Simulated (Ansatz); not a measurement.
# SnGe15: the cost of one run

Method: DFT LDA, scalar-relativistic, plane waves, PAW, in Ansatz 0.2.0.

**1. Starting point**

Symmetry: F-43m, No. 216, cubic system. The conventional cell has a = 11.400 Å, b = 11.400 Å, c = 11.400 Å, α = 90.00°, β = 90.00°, γ = 90.00°. Sn (site symmetry -43m) has 4 Ge at 2.47 Å as nearest neighbours. Ge (site symmetry 2mm) has 4 Ge at 2.47 Å as nearest neighbours. Ge (site symmetry 3m) has 1 Sn at 2.47 Å and 3 Ge at 2.47 Å as nearest neighbours. Ge (site symmetry 3m) has 4 Ge at 2.47 Å as nearest neighbours. Around Ge (site symmetry -43m) lie 4 Ge at 2.47 Å.

Structure file:

```
Sn Ge
1.0
     0.00000    5.70000    5.70000
     5.70000    0.00000    5.70000
     5.70000    5.70000    0.00000
Sn Ge
1 15
Direct
  0.00000 0.00000 0.00000
  0.00000 0.00000 0.50000
  0.00000 0.50000 0.00000
  0.00000 0.50000 0.50000
  0.12500 0.12500 0.12500
  0.12500 0.12500 0.62500
  0.12500 0.62500 0.12500
  0.12500 0.62500 0.62500
  0.50000 0.00000 0.00000
  0.50000 0.00000 0.50000
  0.50000 0.50000 0.00000
  0.50000 0.50000 0.50000
  0.62500 0.12500 0.12500
  0.62500 0.12500 0.62500
  0.62500 0.62500 0.12500
  0.62500 0.62500 0.62500
```

**2. Relaxing cell and atoms: SnGe15 defect cell, no spin**

File input.yaml:

```yaml
crystal:
  lattice:
    - [0.0, 5.7, 5.7]
    - [5.7, 0.0, 5.7]
    - [5.7, 5.7, 0.0]
  atoms:
    - { symbol: Sn, position: [0.0, 0.0, 0.0] }
    - { symbol: Ge, position: [0.0, 0.0, 0.5] }
    - { symbol: Ge, position: [0.0, 0.5, 0.0] }
    - { symbol: Ge, position: [0.0, 0.5, 0.5] }
    - { symbol: Ge, position: [0.125, 0.125, 0.125] }
    - { symbol: Ge, position: [0.125, 0.125, 0.625] }
    - { symbol: Ge, position: [0.125, 0.625, 0.125] }
    - { symbol: Ge, position: [0.125, 0.625, 0.625] }
    - { symbol: Ge, position: [0.5, 0.0, 0.0] }
    - { symbol: Ge, position: [0.5, 0.0, 0.5] }
    - { symbol: Ge, position: [0.5, 0.5, 0.0] }
    - { symbol: Ge, position: [0.5, 0.5, 0.5] }
    - { symbol: Ge, position: [0.625, 0.125, 0.125] }
    - { symbol: Ge, position: [0.625, 0.125, 0.625] }
    - { symbol: Ge, position: [0.625, 0.625, 0.125] }
    - { symbol: Ge, position: [0.625, 0.625, 0.625] }
scf:
  occupations: { method: gaussian, width: 0.01 }
output:
  forces: true
  stress: false
hamiltonian:
  xc: lda
kpoints:
  mp_grid: { grid: [4, 4, 4], shift: [0.5, 0.5, 0.5] }
relax:
  f_tol: 0.002
  cell: { stress_tol: 0.03 }
```

Launch:

```
ansatz run input.yaml --threads 8 --pin off --max-ram 12288MiB --backend cpu --events-out ev --progress --plain --runs-dir out
```

What time and memory should one allow on 8 threads of Arm Neoverse N1, shared host?

About 89 s, with a peak of 1.9 GiB.
